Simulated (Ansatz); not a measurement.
**FH₄N₂OTa: basis-set convergence**

Aim: see how fast density functionals converge with the basis set for FH₄N₂OTa.

Program: Ansatz 0.2.0, Gaussian basis. Level of theory: one geometry, several basis sets. These are calculated values, not measurements.

The runs, in order: PBE0-D4/def2-SVP; ωB97M-V/def2-SVP; PBE0-D4/def2-QZVPP; ωB97M-V/def2-QZVPP; the functionals' def2-TZVPP values are taken from earlier runs.

**1. The relaxed structure**

The geometry comes from an earlier relaxation with PBE0-D4 in a triple-zeta def2 set; it is a stationary point, not always the lowest conformer. Ta takes the def2 core potential; no spin-orbit term is included.

SMILES `[NH2][Ta]([NH2])(=[O])[F]`, 9 atoms, charge 0, spin multiplicity 1.

Atoms are counted from 1 here; the program's logs count them from 0.

Bond lengths: N1–Ta2 1.978 Å, N1–H6 1.010 Å, N1–H7 1.009 Å, Ta2–N3 1.978 Å, Ta2–O4 1.717 Å, Ta2–F5 1.898 Å, N3–H8 1.009 Å, N3–H9 1.010 Å. Angles: Ta2–N1–H6 125.9°, Ta2–N1–H7 124.0°, H6–N1–H7 110.0°, N1–Ta2–N3 112.2°, N1–Ta2–O4 106.5°, N1–Ta2–F5 109.8°, N3–Ta2–O4 106.5°, N3–Ta2–F5 109.8°, O4–Ta2–F5 112.2°, Ta2–N3–H8 124.0°, Ta2–N3–H9 125.9°, H8–N3–H9 110.0°.

**2. PBE0-D4 in def2-SVP**

Contents of in.yaml:

```yaml
crystal:
  periodic: [false, false, false]
  atoms:
    - {symbol: N, position_ang: [-0.035673, 1.628357, 0.466260]}
    - {symbol: Ta, position_ang: [0.350630, -0.011333, -0.570822]}
    - {symbol: N, position_ang: [-0.376954, -1.633167, 0.297294]}
    - {symbol: O, position_ang: [-0.476879, 0.152720, -2.065903]}
    - {symbol: F, position_ang: [2.224638, -0.195283, -0.805401]}
    - {symbol: H, position_ang: [0.248780, 1.806957, 1.418524]}
    - {symbol: H, position_ang: [-0.609224, 2.386975, 0.129149]}
    - {symbol: H, position_ang: [-1.091150, -2.218505, -0.109412]}
    - {symbol: H, position_ang: [-0.145668, -1.963022, 1.223210]}
basis:
  gaussian: {orbitals: def2-SVP}
hamiltonian: {xc: pbe0, dispersion: d4}
output: {orbitals: {seedname: orbitals}}
```

Further steps of the session: ωB97M-V in def2-SVP; PBE0-D4 in def2-QZVPP; ωB97M-V in def2-QZVPP.

Before running them: what should the planned runs give, taken together? Wanted: PBE0-D4: double and triple zeta above quadruple; ωB97M-V: double and triple zeta above quadruple.

**Answer**, as computed:

```
                                       quantity           value
PBE0-D4: double and triple zeta above quadruple  10.55, 0.46 eV
ωB97M-V: double and triple zeta above quadruple  10.82, 0.43 eV
```

**Reading.** For PBE0-D4 the step from double to triple zeta gains 10.09 eV and the next only 0.46 eV. These are total energies; as a rule much of such shifts cancels in differences, which this series doesn't test. The LUMO of ωB97M-V is positive and keeps falling with the basis (1.13 to 0.45 eV): an unbound level that the basis holds in place.
